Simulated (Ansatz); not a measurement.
Born–Oppenheimer molecular dynamics of a periodic cell of 13 atoms, Li$_{12}$H (host Li, host structure R-3m, interstitial H). It goes on from the last frame of an earlier run, with new velocities.

All numbers below come from DFT LDA, scalar-relativistic, plane waves, PAW in Ansatz 0.2.0. Settings: cutoff 420 eV, k mesh 3x3x3, fermi-dirac smearing 0.15 eV, no spin polarisation.

```yaml
ensemble: NVE (velocity Verlet)
time_step: 0.5 fs
steps_asked: 300
starting_velocities_drawn_for: 1260 K
seed: 50830
```

Frames 5 fs apart, positions in Å, forces in eV/Å.

Velocities at 55.0 fs (Å/ps):

```
Li 20.77 4.87 2.63
Li 0.95 -15.38 -6.42
Li 4.98 -4.19 -0.38
Li -6.69 4.21 6.03
Li -1.07 3.46 -10.90
Li 9.63 -8.32 -10.58
Li 8.28 -1.93 -5.39
Li -15.47 3.00 19.49
Li -11.12 3.25 -7.96
Li -1.61 13.91 -22.40
Li -11.58 4.03 19.68
Li -2.06 -3.33 10.86
H 34.22 -24.71 36.76
```

```xyz
13
Lattice="-3.0787 -1.7775 7.4565 3.0787 -1.7775 7.4565 0.0000 3.5549 7.4565" Properties=species:S:1:pos:R:3:forces:R:3 time_fs=55.0 energy_less_start_eV=0.502 T=936
Li 0.136 0.313 17.700 0.24 -0.28 0.29
Li -0.207 -0.185 6.125 -0.21 0.59 -0.53
Li -0.931 1.076 -0.278 0.46 -0.01 1.31
Li 0.426 2.712 10.527 -0.38 0.18 0.56
Li -0.044 -1.789 12.775 0.32 0.52 -0.70
Li -0.092 -2.053 7.689 -0.36 0.07 0.01
Li 1.095 -0.633 10.287 1.26 0.37 -0.04
Li -1.662 0.839 12.939 0.01 -0.25 -0.12
Li -1.246 1.933 7.992 0.10 -0.51 0.13
Li -0.912 -0.574 9.835 -1.16 0.60 -0.32
Li 1.653 1.083 12.709 -0.23 -0.39 -0.15
Li 1.159 1.766 8.418 0.15 -0.47 -0.28
H 0.137 1.145 9.757 -0.19 -0.41 -0.15
13
Lattice="-3.0787 -1.7775 7.4565 3.0787 -1.7775 7.4565 0.0000 3.5549 7.4565" Properties=species:S:1:pos:R:3:forces:R:3 time_fs=60.0 energy_less_start_eV=0.301 T=1066
Li 0.243 0.333 17.718 0.04 -0.26 0.28
Li -0.206 -0.252 6.084 -0.22 0.69 -0.44
Li -0.898 1.056 -0.258 0.52 0.12 1.18
Li 0.387 2.736 10.567 -0.28 -0.01 0.43
Li -0.044 -1.763 12.710 0.21 0.47 -0.51
Li -0.051 -2.094 7.637 -0.53 0.11 0.18
Li 1.157 -0.636 10.260 1.01 0.25 0.00
Li -1.739 0.850 13.034 -0.01 -0.28 -0.18
Li -1.299 1.940 7.953 0.23 -0.59 0.02
Li -0.939 -0.495 9.718 -0.83 0.40 -0.22
Li 1.591 1.096 12.803 -0.19 -0.43 -0.45
Li 1.151 1.741 8.467 0.13 -0.47 -0.16
H 0.291 0.984 9.924 -0.09 -0.01 -0.14
13
Lattice="-3.0787 -1.7775 7.4565 3.0787 -1.7775 7.4565 0.0000 3.5549 7.4565" Properties=species:S:1:pos:R:3:forces:R:3 time_fs=65.0 energy_less_start_eV=0.131 T=1175
Li 0.351 0.343 17.746 -0.11 -0.25 0.22
Li -0.212 -0.293 6.028 -0.19 0.74 -0.31
Li -0.847 1.039 -0.197 0.55 0.20 0.91
Li 0.338 2.759 10.621 -0.13 -0.21 0.27
Li -0.037 -1.721 12.626 0.06 0.38 -0.26
Li -0.028 -2.130 7.592 -0.66 0.19 0.36
Li 1.254 -0.631 10.232 0.83 -0.08 0.01
Li -1.817 0.851 13.123 -0.04 -0.27 -0.22
Li -1.343 1.926 7.916 0.34 -0.62 -0.02
Li -0.994 -0.402 9.594 -0.42 0.18 -0.05
Li 1.523 1.094 12.882 -0.09 -0.40 -0.72
Li 1.148 1.700 8.512 0.09 -0.43 -0.02
H 0.417 0.824 10.056 -0.24 0.57 -0.19
13
Lattice="-3.0787 -1.7775 7.4565 3.0787 -1.7775 7.4565 0.0000 3.5549 7.4565" Properties=species:S:1:pos:R:3:forces:R:3 time_fs=70.0 energy_less_start_eV=-0.008 T=1265
Li 0.456 0.345 17.782 -0.23 -0.25 0.15
Li -0.225 -0.310 5.961 -0.15 0.73 -0.13
Li -0.777 1.029 -0.104 0.50 0.21 0.56
Li 0.284 2.775 10.685 0.04 -0.31 0.09
Li -0.028 -1.665 12.534 -0.07 0.30 -0.01
Li -0.028 -2.160 7.559 -0.70 0.29 0.51
Li 1.380 -0.629 10.205 0.54 -0.08 -0.02
Li -1.896 0.842 13.204 -0.05 -0.24 -0.25
Li -1.377 1.892 7.878 0.41 -0.58 -0.02
Li -1.064 -0.303 9.468 -0.06 -0.04 0.16
Li 1.452 1.079 12.936 0.02 -0.32 -0.91
Li 1.147 1.644 8.555 0.08 -0.30 0.06
H 0.487 0.789 10.145 -0.33 0.60 -0.20
13
Lattice="-3.0787 -1.7775 7.4565 3.0787 -1.7775 7.4565 0.0000 3.5549 7.4565" Properties=species:S:1:pos:R:3:forces:R:3 time_fs=75.0 energy_less_start_eV=-0.104 T=1327
Li 0.553 0.338 17.822 -0.30 -0.25 0.08
Li -0.244 -0.301 5.890 -0.13 0.67 0.06
Li -0.689 1.026 0.008 0.40 0.14 0.19
Li 0.233 2.780 10.752 0.22 -0.36 -0.10
Li -0.022 -1.599 12.441 -0.16 0.22 0.18
Li -0.052 -2.179 7.543 -0.62 0.36 0.60
Li 1.524 -0.627 10.177 0.09 0.32 0.03
Li -1.977 0.826 13.277 -0.05 -0.20 -0.28
Li -1.396 1.837 7.840 0.40 -0.42 -0.05
Li -1.137 -0.206 9.347 0.14 -0.29 0.37
Li 1.381 1.052 12.958 0.12 -0.20 -0.99
Li 1.150 1.579 8.601 0.08 -0.10 0.04
H 0.484 0.886 10.188 -0.18 0.11 -0.14
13
Lattice="-3.0787 -1.7775 7.4565 3.0787 -1.7775 7.4565 0.0000 3.5549 7.4565" Properties=species:S:1:pos:R:3:forces:R:3 time_fs=80.0 energy_less_start_eV=-0.023 T=1274
Li 0.639 0.322 17.866 -0.34 -0.25 0.02
Li -0.267 -0.269 5.821 -0.13 0.56 0.26
Li -0.588 1.028 0.127 0.27 0.04 -0.17
Li 0.188 2.773 10.815 0.36 -0.33 -0.27
Li -0.021 -1.526 12.355 -0.23 0.14 0.28
Li -0.098 -2.187 7.549 -0.44 0.39 0.61
Li 1.672 -0.616 10.150 -0.20 0.50 0.16
Li -2.059 0.802 13.340 -0.02 -0.14 -0.30
Li -1.401 1.769 7.799 0.32 -0.14 -0.13
Li -1.204 -0.119 9.240 0.27 -0.54 0.60
Li 1.315 1.019 12.947 0.16 -0.07 -0.94
Li 1.155 1.509 8.647 0.10 0.12 -0.07
H 0.435 1.013 10.197 -0.13 -0.27 -0.06
13
Lattice="-3.0787 -1.7775 7.4565 3.0787 -1.7775 7.4565 0.0000 3.5549 7.4565" Properties=species:S:1:pos:R:3:forces:R:3 time_fs=85.0 energy_less_start_eV=0.166 T=1153
Li 0.714 0.298 17.910 -0.34 -0.23 -0.02
Li -0.294 -0.217 5.761 -0.14 0.43 0.43
Li -0.477 1.031 0.240 0.13 -0.07 -0.50
Li 0.156 2.755 10.869 0.47 -0.29 -0.41
Li -0.028 -1.447 12.277 -0.28 0.05 0.28
Li -0.158 -2.180 7.575 -0.22 0.37 0.54
Li 1.813 -0.587 10.129 -0.33 0.46 0.34
Li -2.142 0.773 13.393 0.03 -0.08 -0.32
Li -1.395 1.695 7.754 0.20 0.19 -0.25
Li -1.263 -0.050 9.153 0.41 -0.75 0.85
Li 1.254 0.983 12.903 0.17 0.06 -0.78
Li 1.164 1.444 8.691 0.09 0.27 -0.16
H 0.353 1.079 10.192 -0.19 -0.43 -0.01
13
Lattice="-3.0787 -1.7775 7.4565 3.0787 -1.7775 7.4565 0.0000 3.5549 7.4565" Properties=species:S:1:pos:R:3:forces:R:3 time_fs=90.0 energy_less_start_eV=0.342 T=1039
Li 0.777 0.266 17.954 -0.32 -0.20 -0.04
Li -0.326 -0.151 5.715 -0.13 0.28 0.52
Li -0.362 1.032 0.336 -0.04 -0.18 -0.78
Li 0.141 2.726 10.909 0.53 -0.29 -0.55
Li -0.045 -1.367 12.210 -0.32 -0.05 0.22
Li -0.226 -2.162 7.620 -0.01 0.30 0.41
Li 1.942 -0.543 10.120 -0.38 0.32 0.54
Li -2.224 0.742 13.435 0.11 0.00 -0.33
Li -1.382 1.628 7.700 0.06 0.47 -0.33
Li -1.307 -0.007 9.096 0.56 -0.82 1.10
Li 1.198 0.949 12.832 0.15 0.18 -0.58
Li 1.176 1.388 8.729 0.00 0.34 -0.16
H 0.226 1.048 10.183 -0.21 -0.34 -0.03
13
Lattice="-3.0787 -1.7775 7.4565 3.0787 -1.7775 7.4565 0.0000 3.5549 7.4565" Properties=species:S:1:pos:R:3:forces:R:3 time_fs=95.0 energy_less_start_eV=0.460 T=963
Li 0.829 0.226 17.996 -0.29 -0.18 -0.06
Li -0.363 -0.075 5.688 -0.12 0.09 0.49
Li -0.248 1.026 0.405 -0.23 -0.28 -0.96
Li 0.143 2.688 10.930 0.52 -0.31 -0.65
Li -0.073 -1.289 12.149 -0.37 -0.16 0.11
Li -0.294 -2.132 7.680 0.16 0.20 0.26
Li 2.059 -0.488 10.130 -0.37 0.12 0.70
Li -2.303 0.712 13.465 0.22 0.10 -0.34
Li -1.368 1.577 7.635 -0.08 0.61 -0.27
Li -1.332 0.007 9.077 0.66 -0.76 1.23
Li 1.148 0.920 12.742 0.15 0.28 -0.35
Li 1.187 1.344 8.762 -0.17 0.34 -0.12
H 0.053 0.940 10.168 -0.08 -0.04 -0.03
13
Lattice="-3.0787 -1.7775 7.4565 3.0787 -1.7775 7.4565 0.0000 3.5549 7.4565" Properties=species:S:1:pos:R:3:forces:R:3 time_fs=100.0 energy_less_start_eV=0.557 T=901
Li 0.870 0.181 18.036 -0.27 -0.14 -0.07
Li -0.404 0.004 5.677 -0.08 -0.15 0.34
Li -0.143 1.011 0.441 -0.43 -0.33 -1.01
Li 0.164 2.639 10.928 0.42 -0.23 -0.69
Li -0.113 -1.216 12.093 -0.41 -0.28 -0.01
Li -0.356 -2.096 7.748 0.29 0.09 0.12
Li 2.164 -0.428 10.164 -0.30 -0.08 0.75
Li -2.373 0.684 13.483 0.34 0.21 -0.36
Li -1.356 1.547 7.561 -0.23 0.59 -0.06
Li -1.334 -0.004 9.100 0.59 -0.65 1.09
Li 1.104 0.902 12.639 0.18 0.35 -0.11
Li 1.193 1.312 8.791 -0.32 0.26 -0.13
H -0.136 0.824 10.148 0.22 0.35 0.14
13
Lattice="-3.0787 -1.7775 7.4565 3.0787 -1.7775 7.4565 0.0000 3.5549 7.4565" Properties=species:S:1:pos:R:3:forces:R:3 time_fs=105.0 energy_less_start_eV=0.614 T=864
Li 0.903 0.130 18.074 -0.24 -0.06 -0.06
Li -0.448 0.078 5.678 -0.03 -0.40 0.13
Li -0.052 0.984 0.442 -0.59 -0.29 -0.91
Li 0.199 2.582 10.903 0.29 -0.03 -0.67
Li -0.169 -1.153 12.036 -0.44 -0.37 -0.09
Li -0.409 -2.056 7.821 0.39 -0.03 -0.02
Li 2.257 -0.372 10.223 -0.21 -0.25 0.69
Li -2.432 0.664 13.489 0.48 0.30 -0.39
Li -1.352 1.536 7.486 -0.40 0.49 0.23
Li -1.316 -0.039 9.160 0.41 -0.54 0.78
Li 1.065 0.896 12.532 0.20 0.38 0.10
Li 1.188 1.288 8.816 -0.36 0.17 -0.19
H -0.272 0.790 10.165 0.50 0.62 0.41
13
Lattice="-3.0787 -1.7775 7.4565 3.0787 -1.7775 7.4565 0.0000 3.5549 7.4565" Properties=species:S:1:pos:R:3:forces:R:3 time_fs=110.0 energy_less_start_eV=0.512 T=929
Li 0.927 0.078 18.110 -0.20 0.11 -0.03
Li -0.493 0.138 5.683 0.04 -0.62 -0.08
Li 0.018 0.948 0.412 -0.68 -0.16 -0.69
Li 0.244 2.525 10.855 0.22 0.39 -0.55
Li -0.239 -1.103 11.976 -0.43 -0.43 -0.10
Li -0.448 -2.018 7.894 0.48 -0.15 -0.13
Li 2.344 -0.324 10.306 -0.15 -0.38 0.52
Li -2.474 0.654 13.481 0.58 0.35 -0.41
Li -1.362 1.543 7.418 -0.54 0.40 0.50
Li -1.283 -0.091 9.248 0.49 -0.19 0.71
Li 1.034 0.903 12.429 0.18 0.35 0.23
Li 1.171 1.270 8.833 -0.31 0.06 -0.25
H -0.298 0.890 10.270 0.32 0.26 0.28
```

Of the whole run (150 fs, mean temperature of the second half 1035 K): The conserved energy stayed within 0.075 meV per atom of its start (net change -0.047 meV per atom), so the integration is sound. A run of 0.15 ps of so small a system gives no equilibrium averages. Limits of this set-up: coarse k mesh, odd electron count without spin.

The run took 11 min on 1 thread of Intel(R) Xeon(R) 6975P-C (Granite Rapids), with other jobs on the host, peak memory 0.58 GiB.
